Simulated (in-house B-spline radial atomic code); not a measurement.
# Ge¹⁹⁺: excited configurations in jj coupling

Aim: the energies of several excited configurations of Ge¹⁹⁺ above a reference configuration, each from its own self-consistent run.

Program: in-house B-spline radial atomic code version 1. Level of theory: Dirac-Hartree-Fock, average of configuration, Fermi nucleus, basis-set limit. These are calculated values, not measurements, unless marked.

## 1. The system

```
element       : germanium (Z = 32)
charge        : +19
electrons     : 13
configuration : 1s2 2s2 2p6 3s2 3p-1
Hamiltonian   : Dirac-Coulomb
nucleus       : Fermi, rms radius 4.074 fm
```

In configurations, a minus sign after the shell means j = l − 1/2 and a plus sign j = l + 1/2; the count of electrons follows.

Settings, as recorded:

```ini
Z = 32
electrons = 13.0
configuration = 1s2 2s2 2p6 3s2 3p-1
hamiltonian = dirac
method = hf
spin_polarised = False
nucleus = fermi
rms_radius = 4.0742
mass_number = 74
atomic_mass = 73.92117776
speed_of_light = 137.035999084
```

The reference is known from an earlier run: -1894.505172 hartree in all. Up to eight levels, counted from the top:

```tsv
orbital	occupation	energy (eV)	<r> (bohr)
1s1/2	2	-11959.4	0.04696
2s1/2	2	-2198.04	0.2059
2p1/2	2	-2036.73	0.1783
2p3/2	4	-2001.24	0.1818
3s1/2	2	-791.59	0.5253
3p1/2	1	-748.57	0.5107
```

## 2. Run with 1s2 2s2 2p6 3s2 6s1

Changes to the settings of step 1:

```diff
@@ -2,3 +2,3 @@
 electrons = 13.0
-configuration = 1s2 2s2 2p6 3s2 3p-1
+configuration = 1s2 2s2 2p6 3s2 6s1
 hamiltonian = dirac
```

The program writes no log. Results of the run, from its result record (rounded, main fields):

```text
{
  "status": "converged",
  "scf [iteration, energy, orbital gradient]": [
    [1, -1854.244698, 3.13],
    [2, -1873.1589909, 0.26],
    [3, -1873.26101888, 0.119],
    [4, -1873.28276845, 0.0551],
    [5, -1873.28863286, 0.00402],
    [6, -1873.28866808, 3.88e-05],
    [7, -1873.28866808, 1e-06],
    [8, -1873.28866808, 6.02e-09]
  ],
  "energy [hartree]": {"total": -1873.28866808, "kinetic": 1918.17239054, "nuclear": -4096.84046057, "coulomb": 359.58113809, "exact_exchange": -54.2017361376},
  "breit [hartree]": {"gaunt": 0.9637401, "retardation": -0.08212783, "frequency_dependence": -0.003434401},
  "qed [hartree]": {"self_energy": 0.7081714, "uehling": -0.06775165, "wichmann_kroll": 0.0006143458},
  "recoil [hartree]": 0.01111348,
  "total_with_corrections [hartree]": -1871.75834267,
  "orbitals [hartree, bohr; first row names the columns]": [
    ["name", "occ", "eps", "<r>"],
    ["1s1/2", 2.0, -441.41779, 0.046949],
    ["2s1/2", 2.0, -82.402595, 0.20543],
    ["2p1/2", 2.0, -76.439047, 0.17805],
    ["2p3/2", 4.0, -75.221125, 0.18139],
    ["3s1/2", 2.0, -30.112292, 0.5202],
    ["6s1/2", 1.0, -6.2813154, 2.3923]
  ],
  "sum_r [bohr^k]": {"-1": 128.0267, "1": 5.019158, "2": 7.344968},
  "energy_minus_base [hartree]": 21.2165041,
  "energy_minus_base_with_corrections [hartree]": 21.2030689
}
```

It took 0.34 s on 1 thread, shared host.

energy_minus_base is the energy less that of the reference run.

## 3. 1s2 2s2 2p6 3s2 4p-1

Changes to the settings of step 2:

```diff
@@ -2,3 +2,3 @@
 electrons = 13.0
-configuration = 1s2 2s2 2p6 3s2 6s1
+configuration = 1s2 2s2 2p6 3s2 4p-1
 hamiltonian = dirac
```

From the record:

```text
{
  "status": "converged",
  "scf [iteration, energy, orbital gradient]": [
    [1, -1862.58936363, 3.1],
    [2, -1881.2473115, 0.297],
    [3, -1881.3602617, 0.138],
    [4, -1881.38410837, 0.0638],
    [5, -1881.39044004, 0.00465],
    [6, -1881.39048381, 4.16e-05],
    [7, -1881.39048382, 1.18e-06],
    [8, -1881.39048382, 5.35e-08]
  ],
  "energy [hartree]": {"total": -1881.39048382, "kinetic": 1926.4408626, "nuclear": -4121.43419633, "coulomb": 367.904215482, "exact_exchange": -54.3013655674},
  "breit [hartree]": {"gaunt": 0.9696921, "retardation": -0.08306207, "frequency_dependence": -0.003431263},
  "qed [hartree]": {"self_energy": 0.7071753, "uehling": -0.0676689, "wichmann_kroll": 0.000613604},
  "recoil [hartree]": 0.01111792,
  "total_with_corrections [hartree]": -1879.85604712,
  "orbitals [hartree, bohr; first row names the columns]": [
    ["name", "occ", "eps", "<r>"],
    ["1s1/2", 2.0, -440.64106, 0.046953],
    ["2s1/2", 2.0, -81.713599, 0.20557],
    ["2p1/2", 2.0, -75.762436, 0.17809],
    ["2p3/2", 4.0, -74.518707, 0.18152],
    ["3s1/2", 2.0, -29.547164, 0.52164],
    ["4p1/2", 1.0, -14.384281, 1.0001]
  ],
  "sum_r [bohr^k]": {"-1": 128.7952, "1": 3.630656, "2": 2.091905},
  "energy_minus_base [hartree]": 13.1146883,
  "energy_minus_base_with_corrections [hartree]": 13.1053644
}
```

Wall time 0.21 s (1 thread, shared host).

## 4. Configuration 1s2 2s2 2p-1 2p+4 3s2 3p-1 6p-1

Changes to the settings of step 3:

```diff
@@ -2,3 +2,3 @@
 electrons = 13.0
-configuration = 1s2 2s2 2p6 3s2 4p-1
+configuration = 1s2 2s2 2p-1 2p+4 3s2 3p-1 6p-1
 hamiltonian = dirac
```

From the record:

```text
{
  "status": "converged",
  "scf [iteration, energy, orbital gradient]": [
    [1, -1806.73305668, 9.36],
    [2, -1829.5755185, 4.89],
    [3, -1823.8881066, 1.22],
    [4, -1826.01603915, 0.422],
    [5, -1826.0715801, 0.17],
    [6, -1826.07966787, 0.0354],
    [7, -1826.07992081, 0.0119],
    [8, -1826.07999979, 0.00213],
    [9, -1826.08000253, 0.000824],
    [10, -1826.08000256, 0.000124],
    [11, -1826.08000257, 1.26e-05],
    [12, -1826.08000257, 9.12e-06],
    [13, -1826.08000257, 6.22e-07],
    [14, -1826.08000257, 5.7e-07],
    [15, -1826.08000257, 1.66e-07]
  ],
  "energy [hartree]": {"total": -1826.08000257, "kinetic": 1869.20392998, "nuclear": -3977.19348397, "coulomb": 329.650807203, "exact_exchange": -47.7412557786},
  "breit [hartree]": {"gaunt": 0.8959604, "retardation": -0.07559927, "frequency_dependence": -0.003425956},
  "qed [hartree]": {"self_energy": 0.7103888, "uehling": -0.06787537, "wichmann_kroll": 0.000615427},
  "recoil [hartree]": 0.01102946,
  "total_with_corrections [hartree]": -1824.60890907,
  "orbitals [hartree, bohr; first row names the columns]": [
    ["name", "occ", "eps", "<r>"],
    ["1s1/2", 2.0, -444.97711, 0.04691],
    ["2s1/2", 2.0, -84.14274, 0.2038],
    ["2p1/2", 1.0, -75.114806, 0.17146],
    ["2p3/2", 4.0, -77.471876, 0.17913],
    ["3s1/2", 2.0, -30.729414, 0.51306],
    ["3p1/2", 1.0, -33.136826, 0.50567],
    ["6p1/2", 1.0, -6.3327824, 2.3984]
  ],
  "sum_r [bohr^k]": {"-1": 124.2877, "1": 5.319601, "2": 7.653077},
  "energy_minus_base [hartree]": 68.4251696,
  "energy_minus_base_with_corrections [hartree]": 68.3525025
}
```

Wall time 0.78 s (1 thread, shared host).

## 5. Configuration 1s2 2s2 2p-2 2p+3 3s2 3p+1 5s1

Changes to the settings of step 4:

```diff
@@ -2,3 +2,3 @@
 electrons = 13.0
-configuration = 1s2 2s2 2p-1 2p+4 3s2 3p-1 6p-1
+configuration = 1s2 2s2 2p-2 2p+3 3s2 3p+1 5s1
 hamiltonian = dirac
```

From the record:

```text
{
  "status": "converged",
  "scf [iteration, energy, orbital gradient]": [
    [1, -1811.03183612, 3.29],
    [2, -1830.05220418, 0.228],
    [3, -1830.15780695, 0.105],
    [4, -1830.18027394, 0.0488],
    [5, -1830.18631857, 0.00404],
    [6, -1830.18635582, 7.21e-05],
    [7, -1830.18635582, 7.84e-07],
    [8, -1830.18635582, 4.03e-08]
  ],
  "energy [hartree]": {"total": -1830.18635582, "kinetic": 1875.29594074, "nuclear": -3990.49657693, "coulomb": 333.068565101, "exact_exchange": -48.0542847339},
  "breit [hartree]": {"gaunt": 0.915529, "retardation": -0.07563373, "frequency_dependence": -0.002824494},
  "qed [hartree]": {"self_energy": 0.7097583, "uehling": -0.06801037, "wichmann_kroll": 0.0006166574},
  "recoil [hartree]": 0.01105598,
  "total_with_corrections [hartree]": -1828.69586447,
  "orbitals [hartree, bohr; first row names the columns]": [
    ["name", "occ", "eps", "<r>"],
    ["1s1/2", 2.0, -444.63011, 0.046913],
    ["2s1/2", 2.0, -83.902038, 0.20381],
    ["2p1/2", 2.0, -78.467425, 0.17592],
    ["2p3/2", 3.0, -77.344341, 0.17888],
    ["3s1/2", 2.0, -30.532138, 0.51311],
    ["3p3/2", 1.0, -28.716698, 0.50223],
    ["5s1/2", 1.0, -9.3589406, 1.609]
  ],
  "sum_r [bohr^k]": {"-1": 124.7034, "1": 4.527429, "2": 4.076768},
  "energy_minus_base [hartree]": 64.3188163,
  "energy_minus_base_with_corrections [hartree]": 64.2655471
}
```

Wall time 0.28 s (1 thread, shared host).

## 6. 1s2 2s2 2p6 3s2 6p-1

Changes to the settings of step 5:

```diff
@@ -2,3 +2,3 @@
 electrons = 13.0
-configuration = 1s2 2s2 2p-2 2p+3 3s2 3p+1 5s1
+configuration = 1s2 2s2 2p6 3s2 6p-1
 hamiltonian = dirac
```

From the record:

```text
{
  "status": "converged",
  "scf [iteration, energy, orbital gradient]": [
    [1, -1854.06730983, 3.11],
    [2, -1872.95365241, 0.274],
    [3, -1873.05410329, 0.126],
    [4, -1873.07554198, 0.0583],
    [5, -1873.08132122, 0.00412],
    [6, -1873.0813561, 4.94e-05],
    [7, -1873.0813561, 8.94e-07],
    [8, -1873.0813561, 1.87e-08]
  ],
  "energy [hartree]": {"total": -1873.0813561, "kinetic": 1917.95534377, "nuclear": -4096.47057924, "coulomb": 359.622292846, "exact_exchange": -54.188413476},
  "breit [hartree]": {"gaunt": 0.9645841, "retardation": -0.08228201, "frequency_dependence": -0.003436145},
  "qed [hartree]": {"self_energy": 0.7073869, "uehling": -0.06768403, "wichmann_kroll": 0.000613737},
  "recoil [hartree]": 0.01109863,
  "total_with_corrections [hartree]": -1871.55107492,
  "orbitals [hartree, bohr; first row names the columns]": [
    ["name", "occ", "eps", "<r>"],
    ["1s1/2", 2.0, -441.40824, 0.04695],
    ["2s1/2", 2.0, -82.396124, 0.20546],
    ["2p1/2", 2.0, -76.440543, 0.17804],
    ["2p3/2", 4.0, -75.21611, 0.1814],
    ["3s1/2", 2.0, -30.109586, 0.52036],
    ["6p1/2", 1.0, -6.0740422, 2.4239]
  ],
  "sum_r [bohr^k]": {"-1": 128.0151, "1": 5.051159, "2": 7.540235},
  "energy_minus_base [hartree]": 21.423816,
  "energy_minus_base_with_corrections [hartree]": 21.4103366
}
```

It took 0.33 s on 1 thread, shared host.

## 7. 1s2 2s2 2p6 3s2 3p+1

Changes to the settings of step 6:

```diff
@@ -2,3 +2,3 @@
 electrons = 13.0
-configuration = 1s2 2s2 2p6 3s2 6p-1
+configuration = 1s2 2s2 2p6 3s2 3p+1
 hamiltonian = dirac
```

From the record:

```text
{
  "status": "converged",
  "scf [iteration, energy, orbital gradient]": [
    [1, -1875.77026446, 3.1],
    [2, -1894.05488106, 0.339],
    [3, -1894.20774911, 0.154],
    [4, -1894.239139, 0.0699],
    [5, -1894.24714158, 0.00639],
    [6, -1894.24721802, 7.59e-05],
    [7, -1894.24721802, 9.02e-07],
    [8, -1894.24721802, 3.35e-08]
  ],
  "energy [hartree]": {"total": -1894.24721802, "kinetic": 1939.13137048, "nuclear": -4157.54222097, "coulomb": 379.048233374, "exact_exchange": -54.8846008973},
  "breit [hartree]": {"gaunt": 0.975437, "retardation": -0.08470816, "frequency_dependence": -0.003607729},
  "qed [hartree]": {"self_energy": 0.7071833, "uehling": -0.06762049, "wichmann_kroll": 0.0006131707},
  "recoil [hartree]": 0.01115044,
  "total_with_corrections [hartree]": -1892.70877042,
  "orbitals [hartree, bohr; first row names the columns]": [
    ["name", "occ", "eps", "<r>"],
    ["1s1/2", 2.0, -439.53189, 0.046958],
    ["2s1/2", 2.0, -80.794472, 0.20585],
    ["2p1/2", 2.0, -74.775125, 0.17845],
    ["2p3/2", 4.0, -73.608169, 0.18174],
    ["3s1/2", 2.0, -29.09851, 0.52525],
    ["3p3/2", 1.0, -27.25091, 0.51583]
  ],
  "sum_r [bohr^k]": {"-1": 129.9236, "1": 3.155795, "2": 1.275951},
  "energy_minus_base [hartree]": 0.257954109,
  "energy_minus_base_with_corrections [hartree]": 0.252641114
}
```

Wall time 0.2 s (1 thread, shared host).

Radial density 4πr²n(r) and radial functions P(r) = rR(r):

```tsv
r (bohr)	4πr²n	3s1/2	3p3/2
0.00288	2.279	0.1488	0.0039
0.00405	4.104	0.1993	0.0075
0.00569	7.159	0.2623	0.0143
0.00800	11.98	0.3372	0.0272
0.0112	18.80	0.4173	0.0503
0.0158	27.40	0.4913	0.0927
0.0222	35.46	0.5291	0.1644
0.0311	39.47	0.4890	0.2784
0.0437	36.98	0.3177	0.4467
0.0614	31.48	-0.0190	0.6576
0.0863	32.44	-0.4758	0.8502
0.121	41.35	-0.8518	0.8854
0.170	42.06	-0.8152	0.5748
0.239	25.02	-0.1195	-0.1724
0.336	10.43	0.9634	-1.0936
0.472	8.261	1.5863	-1.5563
0.663	4.406	1.2213	-1.1828
0.932	0.6331	0.4574	-0.4629
1.31	0.01577	0.0699	-0.0773
1.84	3.756e-05	0.0032	-0.0041
```

On the record's full grid the radial density has clear maxima near r = 0.031, 0.14 bohr.

## 8. All configurations in order

| net move | configuration | energy above the reference (eV) | with Breit, QED, recoil (eV) | largest <r> (bohr) |
| --- | --- | --- | --- | --- |
| 3p1/2 → 3p3/2 | 1s2 2s2 2p6 3s2 3p+1 | 7.019 | 6.875 | 0.525 |
| 3p1/2 → 4p1/2 | 1s2 2s2 2p6 3s2 4p-1 | 356.87 | 356.62 | 1.00 |
| 3p1/2 → 6s | 1s2 2s2 2p6 3s2 6s1 | 577.33 | 576.96 | 2.39 |
| 3p1/2 → 6p1/2 | 1s2 2s2 2p6 3s2 6p-1 | 582.97 | 582.60 | 2.42 |
| 2p3/2, 3p1/2 → 3p3/2, 5s | 1s2 2s2 2p-2 2p+3 3s2 3p+1 5s1 | 1750.20 | 1748.75 | 1.61 |
| 2p1/2 → 6p1/2 | 1s2 2s2 2p-1 2p+4 3s2 3p-1 6p-1 | 1861.94 | 1859.97 | 2.40 |

What this shows: The energies run from 7.019 eV (3p1/2 → 3p3/2) to 1861.94 eV (2p1/2 → 6p1/2). 2 of them lie more than 2 % above the ionisation threshold that Koopmans' theorem gives (748.57 eV), where such states can decay by emitting an electron. Two partly filled shells share a symmetry and can mix in the average, which may lower the energy, for: 2p3/2, 3p1/2 → 3p3/2, 5s; 2p1/2 → 6p1/2. These are averages over configurations, without correlation, not spectroscopic levels.
